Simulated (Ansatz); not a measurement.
# C2H8AlO: the cost of one run

All numbers below are computed with Ansatz 0.2.0 (UHF/def2-SVP).

## 1. The starting structure

Bond lengths: Al1–H2 1.810 Å, Al1–C3 1.970 Å, C3–H4 1.110 Å, C3–H5 1.110 Å, C3–C6 1.520 Å, C6–H7 1.110 Å, C6–H8 1.110 Å, C6–H9 1.110 Å, Al1–O10 1.780 Å, O10–H11 1.010 Å. Angles (14 of 16 angles, heavy atoms first): C3–Al1–O10 120.0°, Al1–C3–C6 109.5°, H2–Al1–C3 120.0°, H2–Al1–O10 120.0°, Al1–C3–H4 109.5°, Al1–C3–H5 109.5°, H4–C3–C6 109.4°, H5–C3–C6 109.4°, C3–C6–H7 109.5°, C3–C6–H8 109.5°, C3–C6–H9 109.5°, Al1–O10–H11 109.5°, H4–C3–H5 109.4°, H7–C6–H8 109.4°.

Coordinates:

```xyz
12

Al    0.0000    0.0000    0.0000
H     0.0000    0.0000    1.8100
C     1.7060    0.0000   -0.9850
H     2.0356   -1.0462   -1.1552
H     1.5695    0.5080   -1.9624
C     2.7598    0.7369   -0.1745
H     3.6837    0.1238   -0.1234
H     2.9879    1.7088   -0.6598
H     2.3786    0.9171    0.8522
O    -1.5415    0.0000   -0.8900
H    -2.0512   -0.8467   -0.6815
H     0.0000    0.0000    2.7700
```

## 2. A restrained relaxation towards end A

Springs on the bonds that form and break draw the guess towards this end; the thresholds are loose.

File input.yaml:

```yaml
crystal:
  periodic: [false, false, false]
  atoms:
    - { symbol: Al, position_ang: [0.0, 0.0, 0.0] }
    - { symbol: H, position_ang: [0.0, 0.0, 1.81] }
    - { symbol: C, position_ang: [1.706, 0.0, -0.985] }
    - { symbol: H, position_ang: [2.0356, -1.0462, -1.1552] }
    - { symbol: H, position_ang: [1.5695, 0.508, -1.9624] }
    - { symbol: C, position_ang: [2.7598, 0.7369, -0.1745] }
    - { symbol: H, position_ang: [3.6837, 0.1238, -0.1234] }
    - { symbol: H, position_ang: [2.9879, 1.7088, -0.6598] }
    - { symbol: H, position_ang: [2.3786, 0.9171, 0.8522] }
    - { symbol: O, position_ang: [-1.5415, 0.0, -0.89] }
    - { symbol: H, position_ang: [-2.0512, -0.8467, -0.6815] }
    - { symbol: H, position_ang: [0.0, 0.0, 2.77] }
magnetization:
  spin_polarized: true
  initial_magnetization: 1
basis:
  gaussian: { orbitals: def2-SVP }
hamiltonian:
  xc: hf
relax:
  f_tol: 0.15
  max_steps: 25
  restrain:
    - { distance: [1, 11], at: 1.86, k: 30.0 }
    - { distance: [0, 1], at: 1.56, k: 30.0 }
```

On the command line:

```bash
$ ansatz run input.yaml --threads 2 --pin off --max-ram 3072MiB --backend cpu --events-out ev --progress --plain --runs-dir out
```

What time and memory should one allow on 2 threads of AMD EPYC 9R45 (Zen 5), shared host?

About 6.5 s, with a peak of 0.24 GiB.
